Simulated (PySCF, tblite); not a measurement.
# C6H9BO2: geometry, infrared bands and NMR shifts

What infrared bands and NMR shifts should C6H9BO2 (`OB1O[C@@H]2CC=C[C@H]1C2`) show?

Computed with tblite 0.8.0 and PySCF 2.14.0, with density-fitted response routines of our own, on a single molecule in the gas phase. Atoms count from 0, in the outputs and in this text.

**1. Starting geometry**

18 atoms, charge 0, multiplicity 1; geometry from: force field or distance geometry start.

Bonds of the start (Å): O0–B1 1.48, B1–O2 1.47, O2–C3 1.42, C3–C4 1.54, C4–C5 1.53, C5–C6 1.36, C6–C7 1.53, C7–C8 1.52, C7–B1 1.58, C8–C3 1.54, O0–H9 0.98, C3–H10 1.12, C4–H11 1.12, C4–H12 1.12, C5–H13 1.08, C6–H14 1.09, C7–H15 1.11, C8–H16 1.12, C8–H17 1.11.

**2. Optimising the geometry with GFN2-xTB**

What the job is given:

```
{"job": {"kind": "relax", "xc": "GFN2-xTB", "basis": "xTB"}, "charge": 0, "multiplicity": 1}
O      3.006100    -0.333200    -0.010200
B      1.567000    -0.176600    -0.297300
O      0.789800    -1.352700    -0.703300
C     -0.408900    -1.243200     0.053500
C     -1.502100    -0.538900    -0.775500
C     -1.232700     0.956400    -0.923900
C     -0.233600     1.559000    -0.227000
C      0.698700     0.733900     0.653900
C     -0.102400    -0.386100     1.293700
H      3.442200     0.150800    -0.744200
H     -0.754400    -2.265300     0.362200
H     -1.558200    -1.000400    -1.790800
H     -2.493600    -0.668600    -0.281300
H     -1.877800     1.558000    -1.546600
H     -0.089800     2.637100    -0.299100
H      1.272500     1.335700     1.388000
H     -1.029100    -0.007400     1.795900
H      0.497500    -0.952100     2.040200
```

Run with:

```bash
$ OMP_NUM_THREADS=1 python probes_run.py task.json out
```

One launch serves the whole session: the jobs run in the order shown.

**Question.** This job is followed by: GFN2-xTB harmonic vibrations, gas phase; GIAO PBE0/pcSseg-1 NMR shielding, non-relativistic, gas phase. What will the session give for the following? strongest single infrared mode (GFN2-xTB); zero-point energy (GFN2-xTB); ¹³C shifts against TMS (PBE0/pcSseg-1); ¹H shifts against TMS (PBE0/pcSseg-1); ¹⁷O shifts against H2O (PBE0/pcSseg-1); ¹¹B shifts against BF3·OEt2 (PBE0/pcSseg-1).

As calculated:

| quantity | value |
| --- | --- |
| strongest single infrared mode (GFN2-xTB) | 1350 cm⁻¹, 311 km/mol |
| zero-point energy (GFN2-xTB) | 91.1 kcal/mol |
| ¹³C shifts against TMS (PBE0/pcSseg-1) | 138.5, 130.3, 77.8, 39.9, 38.1, 28.7 ppm |
| ¹H shifts against TMS (PBE0/pcSseg-1) | 6.27, 5.68, 4.56, 4.00, 2.38, 2.37, 2.13, 1.59, 1.47 ppm |
| ¹⁷O shifts against H2O (PBE0/pcSseg-1) | 162.5, 112.3 ppm |
| ¹¹B shifts against BF3·OEt2 (PBE0/pcSseg-1) | 30.2 ppm |

**Reading.** Over 54 steps the energy fell by 1.322 eV; of the close pairs, O0–B1 changed most, 1.476 to 1.343 Å. No mode is imaginary among the 48: a minimum at this level. The strongest single mode, at 1350 cm⁻¹, moves mainly B1. GFN2-xTB is a fitted tight-binding method: band positions and strengths are rough. Its intensities can rank the bands wrongly.
